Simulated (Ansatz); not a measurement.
**C7H8O4: up Jacob's ladder to CCSD(T)**

Aim: compute C7H8O4 with functionals from several rungs and with coupled cluster. The yardstick is the atomisation energy at the CCSD(T) limit.

Method: functionals in def2-TZVPP, the program's frozen cores in correlated methods; program: Ansatz 0.2.0, Gaussian basis.

Levels to be run: LDA (SPW92), PBE-D4, revPBE-D4, BLYP-D4, r2SCAN-D4, B97M-V, PBE0-D4, B3LYP-D4, r2SCANh-D4, r2SCAN0-D4, HSE06-D4, BHLYP-D4, CAM-B3LYP-D4, LC-ωPBE, ωB97X-V, ωB97M-V, B2PLYP, PBE-QIDH; CCSD(T)/def2-SVP; CCSD(T)/def2-TZVPP; MP2/def2-QZVPP; extrapolation to the limit; RPA on PBE.

### 1 The relaxed structure

All runs share one geometry, relaxed beforehand with PBE0-D4 in a triple-zeta def2 set.

SMILES `C=CC(=O)OC1CCOC1=O`, 19 atoms, charge 0, spin multiplicity 1.

Atoms are counted from 1 here; the program's logs count them from 0.

Bond lengths: C1–C2 1.326 Å, C1–H12 1.083 Å, C1–H13 1.084 Å, C2–C3 1.475 Å, C2–H14 1.083 Å, C3–O4 1.203 Å, C3–O5 1.348 Å, O5–C6 1.408 Å, C6–C7 1.514 Å, C6–C10 1.522 Å, C6–H15 1.096 Å, C7–C8 1.521 Å, C7–H16 1.093 Å, C7–H17 1.089 Å, C8–O9 1.434 Å, C8–H18 1.089 Å, C8–H19 1.094 Å, O9–C10 1.347 Å and more. Angles: C2–C1–H12 121.5°, C2–C1–H13 120.2°, H12–C1–H13 118.3°, C1–C2–C3 120.4°, C1–C2–H14 122.7°, C3–C2–H14 116.9°, C2–C3–O4 126.3°, C2–C3–O5 110.4°, O4–C3–O5 123.4°, C3–O5–C6 115.6°, O5–C6–C7 115.4°, O5–C6–C10 109.2°, O5–C6–H15 109.5°, C7–C6–C10 103.2°, C7–C6–H15 110.8°, C10–C6–H15 108.4°, C6–C7–C8 100.9°, C6–C7–H16 109.1° and more.

### 2 LDA

This LDA is Slater exchange with PW92 correlation.

in.yaml reads:

```yaml
crystal:
  periodic: [false, false, false]
  atoms:
    - {symbol: C, position_ang: [-1.504546, 1.842262, 3.132879]}
    - {symbol: C, position_ang: [-1.532264, 0.914007, 2.186797]}
    - {symbol: C, position_ang: [-0.569436, 0.956958, 1.070392]}
    - {symbol: O, position_ang: [0.279646, 1.790235, 0.894780]}
    - {symbol: O, position_ang: [-0.763807, -0.089092, 0.242868]}
    - {symbol: C, position_ang: [0.081346, -0.139227, -0.882733]}
    - {symbol: C, position_ang: [1.406037, -0.840854, -0.670090]}
    - {symbol: C, position_ang: [1.667757, -1.390970, -2.064096]}
    - {symbol: O, position_ang: [0.375576, -1.656319, -2.625431]}
    - {symbol: C, position_ang: [-0.582256, -0.973249, -1.969902]}
    - {symbol: O, position_ang: [-1.737999, -1.035298, -2.243068]}
    - {symbol: H, position_ang: [-2.205023, 1.829506, 3.958788]}
    - {symbol: H, position_ang: [-0.771683, 2.640641, 3.093294]}
    - {symbol: H, position_ang: [-2.248681, 0.101327, 2.185121]}
    - {symbol: H, position_ang: [0.234905, 0.874056, -1.270004]}
    - {symbol: H, position_ang: [1.267986, -1.654690, 0.046238]}
    - {symbol: H, position_ang: [2.193762, -0.180571, -0.311827]}
    - {symbol: H, position_ang: [2.229440, -2.323960, -2.071585]}
    - {symbol: H, position_ang: [2.179249, -0.664760, -2.702400]}
basis:
  gaussian: {orbitals: def2-TZVPP}
hamiltonian: {xc: lda}
output: {orbitals: {seedname: orbitals}}
```

After this run come: PBE-D4 (GGA); revPBE-D4 (GGA); BLYP-D4 (GGA); r2SCAN-D4 (meta-GGA); B97M-V (meta-GGA); PBE0-D4 (hybrid); B3LYP-D4 (hybrid); r2SCANh-D4 (hybrid); r2SCAN0-D4 (hybrid); HSE06-D4 (hybrid); BHLYP-D4 (hybrid); CAM-B3LYP-D4 (range-separated); LC-ωPBE (range-separated); ωB97X-V (range-separated); ωB97M-V (range-separated); B2PLYP (double hybrid); PBE-QIDH (double hybrid); CCSD(T) in def2-SVP; CCSD(T) in def2-TZVPP; MP2 in def2-QZVPP; RPA on PBE orbitals.

Q: Predict the results of all the runs planned. Wanted: atomisation energy, CCSD(T)/CBS; farthest beyond LDA; mean size of error, GGA; mean size of error, meta-GGA; mean size of error, hybrid; mean size of error, range-separated; mean size of error, double hybrid; gap, smallest and largest; T1 diagnostic.

As calculated:

| quantity | value |
| --- | --- |
| atomisation energy, CCSD(T)/CBS | 8641.5 kJ/mol |
| functionals within 43.2 kJ/mol (0.5 %) | B97M-V, B3LYP-D4, r2SCANh-D4, ωB97X-V, PBE-QIDH |
| farthest beyond LDA | PBE-D4 (+381.3 kJ/mol) |
| mean size of error, GGA | 185.4 kJ/mol |
| mean size of error, meta-GGA | 59.4 kJ/mol |
| mean size of error, hybrid | 123.8 kJ/mol |
| mean size of error, range-separated | 54.3 kJ/mol |
| mean size of error, double hybrid | 34.9 kJ/mol |
| gap, smallest and largest | 3.78 eV (LDA (SPW92)), 11.51 eV (LC-ωPBE) |
| T1 diagnostic | 0.0154 |
| triples share of the correlation energy | 4.4 % |

**Reading.** LDA overbinds by 1581.7 kJ/mol (18 %). PBE-D4 is off by +381.3 kJ/mol. Double hybrids carry the basis error of their MP2 part in triple zeta, and no dispersion term here, so their miss is partly the set-up's. By mean error the best rung here is double hybrid (34.9 kJ/mol) and the worst beyond LDA is GGA (185.4 kJ/mol). The gap between the best rungs is small, so their order is not settled. The reference freezes the cores and leaves out relativity and excitations past (T), so misses under about 43.2 kJ/mol can't be ranked. Hartree-Fock recovers 70 % of the binding; the rest is correlation. CCSD(T) in def2-SVP is off by -355.7 kJ/mol, more than most functionals: a good method in a small basis is no reference. The gap grows from 3.8 to 11.5 eV across the functionals, mostly with the share of exact exchange. The restricted reference is unstable towards a spin-broken one.
